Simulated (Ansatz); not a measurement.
# C₂H₄ClNSi: up Jacob's ladder to CCSD(T)

Aim: compute C₂H₄ClNSi with functionals from several rungs and with coupled cluster. The yardstick is the atomisation energy at the CCSD(T) limit.

Program: Ansatz 0.2.0, Gaussian basis. Level of theory: functionals in def2-TZVPP, the program's frozen cores in correlated methods. These are calculated values, not measurements.

Plan: LDA (SPW92), PBE-D4, revPBE-D4, BLYP-D4, r2SCAN-D4, B97M-V, PBE0-D4, B3LYP-D4, r2SCANh-D4, r2SCAN0-D4, HSE06-D4, BHLYP-D4, CAM-B3LYP-D4, LC-ωPBE, ωB97X-V, ωB97M-V, B2PLYP, PBE-QIDH; CCSD(T)/def2-SVP; CCSD(T)/def2-TZVPP; MP2/def2-QZVPP; extrapolation to the limit; RPA on PBE.

## (1) The geometry

The geometry comes from an earlier relaxation with PBE0-D4 in a triple-zeta def2 set; it is a stationary point, not always the lowest conformer.

SMILES `C=C1N[SiH]1Cl`, 9 atoms, charge 0, spin multiplicity 1.

Atoms are counted from 1 here; the program's logs count them from 0.

Bond lengths: C1–C2 1.325 Å, C1–H6 1.081 Å, C1–H7 1.085 Å, C2–N3 1.408 Å, C2–Si4 1.802 Å, N3–Si4 1.688 Å, N3–H8 1.007 Å, Si4–Cl5 2.036 Å, Si4–H9 1.473 Å. Angles: C2–C1–H6 120.2°, C2–C1–H7 121.8°, H6–C1–H7 118.1°, C1–C2–N3 136.7°, C1–C2–Si4 161.1°, N3–C2–Si4 62.0°, C2–N3–Si4 70.6°, C2–N3–H8 129.4°, Si4–N3–H8 156.8°, C2–Si4–N3 47.4°, C2–Si4–Cl5 122.1°, C2–Si4–H9 127.1°, N3–Si4–Cl5 120.8°, N3–Si4–H9 119.9°, Cl5–Si4–H9 107.5°.

## (2) LDA

This LDA is Slater exchange with PW92 correlation.

in.yaml reads:

```yaml
crystal:
  periodic: [false, false, false]
  atoms:
    - {symbol: C, position_ang: [1.494314, 0.025251, -0.901428]}
    - {symbol: C, position_ang: [0.410515, -0.015685, -0.140588]}
    - {symbol: N, position_ang: [-0.518711, -0.991635, 0.266010]}
    - {symbol: Si, position_ang: [-0.986020, 0.514256, 0.868122]}
    - {symbol: Cl, position_ang: [-2.578583, 1.505635, 0.077178]}
    - {symbol: H, position_ang: [2.026253, 0.956215, -1.039610]}
    - {symbol: H, position_ang: [1.874524, -0.859220, -1.402591]}
    - {symbol: H, position_ang: [-0.640807, -1.934386, -0.065221]}
    - {symbol: H, position_ang: [-0.993086, 0.753368, 2.321129]}
basis:
  gaussian: {orbitals: def2-TZVPP}
hamiltonian: {xc: lda}
output: {orbitals: {seedname: orbitals}}
```

Further steps of the session: PBE-D4 (GGA); revPBE-D4 (GGA); BLYP-D4 (GGA); r2SCAN-D4 (meta-GGA); B97M-V (meta-GGA); PBE0-D4 (hybrid); B3LYP-D4 (hybrid); r2SCANh-D4 (hybrid); r2SCAN0-D4 (hybrid); HSE06-D4 (hybrid); BHLYP-D4 (hybrid); CAM-B3LYP-D4 (range-separated); LC-ωPBE (range-separated); ωB97X-V (range-separated); ωB97M-V (range-separated); B2PLYP (double hybrid); PBE-QIDH (double hybrid); CCSD(T) in def2-SVP; CCSD(T) in def2-TZVPP; MP2 in def2-QZVPP; RPA on PBE orbitals.

Before running them: what should the planned runs give, taken together? Wanted: atomisation energy, CCSD(T)/CBS; farthest beyond LDA; mean size of error, GGA; mean size of error, meta-GGA; mean size of error, hybrid; mean size of error, range-separated; mean size of error, double hybrid; gap, smallest and largest; T1 diagnostic.

As calculated:

```
                               quantity                                                  value
        atomisation energy, CCSD(T)/CBS                                          3392.3 kJ/mol
 functionals within 17.0 kJ/mol (0.5 %)  B3LYP-D4, r2SCANh-D4, CAM-B3LYP-D4, LC-ωPBE, PBE-QIDH
                    farthest beyond LDA                                 PBE-D4 (+122.1 kJ/mol)
                mean size of error, GGA                                            55.8 kJ/mol
           mean size of error, meta-GGA                                            31.5 kJ/mol
             mean size of error, hybrid                                            40.9 kJ/mol
    mean size of error, range-separated                                            18.4 kJ/mol
      mean size of error, double hybrid                                            17.8 kJ/mol
              gap, smallest and largest                  3.97 eV (BLYP-D4), 10.80 eV (LC-ωPBE)
                          T1 diagnostic                                                 0.0125
triples share of the correlation energy                                                  4.5 %
```

What this shows: The LDA atomisation energy is off by 562.5 kJ/mol (17 %): it overbinds. PBE-D4 is off by +122.1 kJ/mol. Double hybrids carry the basis error of their MP2 part in triple zeta, and no dispersion term here, so their miss is partly the set-up's. Taken by rung, double hybrid functionals do best (17.8 kJ/mol on average) and GGA ones worst beyond LDA (55.8 kJ/mol). The gap between the best rungs is small, so their order is not settled. The reference freezes the cores and leaves out relativity and excitations past (T), so misses under about 17.0 kJ/mol can't be ranked. Hartree-Fock recovers 70 % of the binding; the rest is correlation. CCSD(T) in def2-SVP is off by -239.0 kJ/mol, worse than the median functional, from the basis alone. The gap grows from 4.0 to 10.8 eV across the functionals, mostly with the share of exact exchange.
